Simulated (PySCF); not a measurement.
# H8O4Yb (Yb(H2O)43+): the cost of one run

The runs use PySCF 2.14.0; r2SCAN, Yb lcecp-1-SVP with ECP59, O def2-SVP, H def2-SVP; scalar-relativistic core potentials, no spin–orbit coupling.

4 further runs of the same task are left out: 2 for a known fault of the program, 1 that didn't finish, 1 set aside as unsound or not needed.

### 1 The system as given

13 atoms, charge 3, spin multiplicity 1.

Bond lengths: Yb1–O2 2.398 Å, Yb1–O5 2.398 Å, Yb1–O8 2.398 Å, Yb1–O11 2.398 Å, O2–H3 0.970 Å, O2–H4 0.970 Å, O5–H6 0.970 Å, O5–H7 0.970 Å, O8–H9 0.970 Å, O8–H10 0.970 Å, O11–H12 0.970 Å, O11–H13 0.970 Å. Angles: O2–Yb1–O5 109.5°, O2–Yb1–O8 109.5°, O2–Yb1–O11 109.5°, O5–Yb1–O8 109.5°, O5–Yb1–O11 109.5°, O8–Yb1–O11 109.5°, Yb1–O2–H3 127.5°, Yb1–O2–H4 127.5°, H3–O2–H4 105.1°, Yb1–O5–H6 127.5°, Yb1–O5–H7 127.5°, H6–O5–H7 105.1°, Yb1–O8–H9 127.5°, Yb1–O8–H10 127.5°, H9–O8–H10 105.1°, Yb1–O11–H12 127.5°, Yb1–O11–H13 127.5°, H12–O11–H13 105.1°.

Geometry (Å):

| atom | x (Å) | y (Å) | z (Å) |
| --- | --- | --- | --- |
| Yb1 | 0.00000 | 0.00000 | 0.00000 |
| O2 | 1.38420 | 1.38420 | 1.38420 |
| H3 | 1.72480 | 1.18040 | 2.26930 |
| H4 | 1.72480 | 2.26930 | 1.18040 |
| O5 | -1.38420 | -1.38420 | 1.38420 |
| H6 | -1.72480 | -1.18040 | 2.26930 |
| H7 | -1.72480 | -2.26930 | 1.18040 |
| O8 | 1.38420 | -1.38420 | -1.38420 |
| H9 | 1.72480 | -2.26930 | -1.18040 |
| H10 | 1.72480 | -1.18040 | -2.26930 |
| O11 | -1.38420 | 1.38420 | -1.38420 |
| H12 | -1.72480 | 2.26930 | -1.18040 |
| H13 | -1.72480 | 1.18040 | -2.26930 |

Formal oxidation states: Yb +3. Each metal's 13 4f electrons lie in its core potential, so multiplicities, spins and levels count the valence alone.

### 2 SCF at the start, singlet

Input file run.py (the lines that set the calculation):

```python
mol = gto.M(atom='''
Yb     0.00000     0.00000     0.00000
O      1.38420     1.38420     1.38420
H      1.72480     1.18040     2.26930
H      1.72480     2.26930     1.18040
O     -1.38420    -1.38420     1.38420
H     -1.72480    -1.18040     2.26930
H     -1.72480    -2.26930     1.18040
O      1.38420    -1.38420    -1.38420
H      1.72480    -2.26930    -1.18040
H      1.72480    -1.18040    -2.26930
O     -1.38420     1.38420    -1.38420
H     -1.72480     2.26930    -1.18040
H     -1.72480     1.18040    -2.26930''',
    basis={'Yb': 'lcecp-1-SVP', 'O': 'def2-SVP', 'H': 'def2-SVP'},
    ecp={'Yb': 'lcecp-1-SVP'},
    charge=3, spin=0)
mf = dft.RKS(mol, xc='R2SCAN')
mf.grids.atom_grid = (50, 194)  # f atoms: unpruned, at least (60, 302)
mf = mf.density_fit()  # fitting sets: Yb AutoAux, O def2-universal-JKFIT, H def2-universal-JKFIT
mf.conv_tol = 1e-08; mf.max_cycle = 55
mf.kernel(dm0)  # dm0: free metal ions and neutral atoms
```

Command:

```console
OMP_NUM_THREADS=2 python run.py
```

Q: Estimate wall time and peak memory on 2 threads of Arm Neoverse V1, shared host.

About 10 s, with a peak of 0.86 GiB.
